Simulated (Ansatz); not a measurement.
**SiO under changes of volume**

One of the cells (14.702 Å³/atom); the others are scaled copies at fixed shape and fractional positions:

```
Si O
1.0
     0.00000    2.44976    2.44976
     2.44976    0.00000    2.44976
     2.44976    2.44976    0.00000
Si O
1 1
Direct
  0.75000 0.75000 0.75000
  0.00000 0.00000 0.00000
```

The cell was built by a generator and needn't be a form met in nature.

```yaml
Program: Ansatz 0.2.0
Functional: PBE
Potentials_or_basis: Ansatz PAW
Cutoff: "420 eV (not typed: the program's choice for these potentials)"
k_mesh: 9 × 9 × 9
Occupations: fermi-dirac, width 0.05 eV
Spin: no spin polarisation
```

```csv
volume (Å³/atom),energy over the lowest point (meV/atom),pressure (GPa)
13.837,4.64,2.7
14.125,1.12,1.2
14.413,0.00,-0.1
14.702,?,?
14.990,4.42,-2.3
15.278,9.64,-3.3
```

Task: What does the run at 14.702 Å³/atom give?

Result: Energy over the lowest point 1.20 meV/atom; pressure -1.2 GPa.

Worked out: A Birch-Murnaghan fit of order 3 (a polynomial in V^(-2/3)) to the other rows has its minimum at 14.41 Å³/atom with B0 = V·E''(V) = 63 GPa (rough, since the energies scatter). It gives 1.16 meV/atom at 14.702 Å³/atom, against the run's 1.20, and -dE/dV = -1.2 GPa, against -1.2.

Energies are extrapolated to zero smearing.
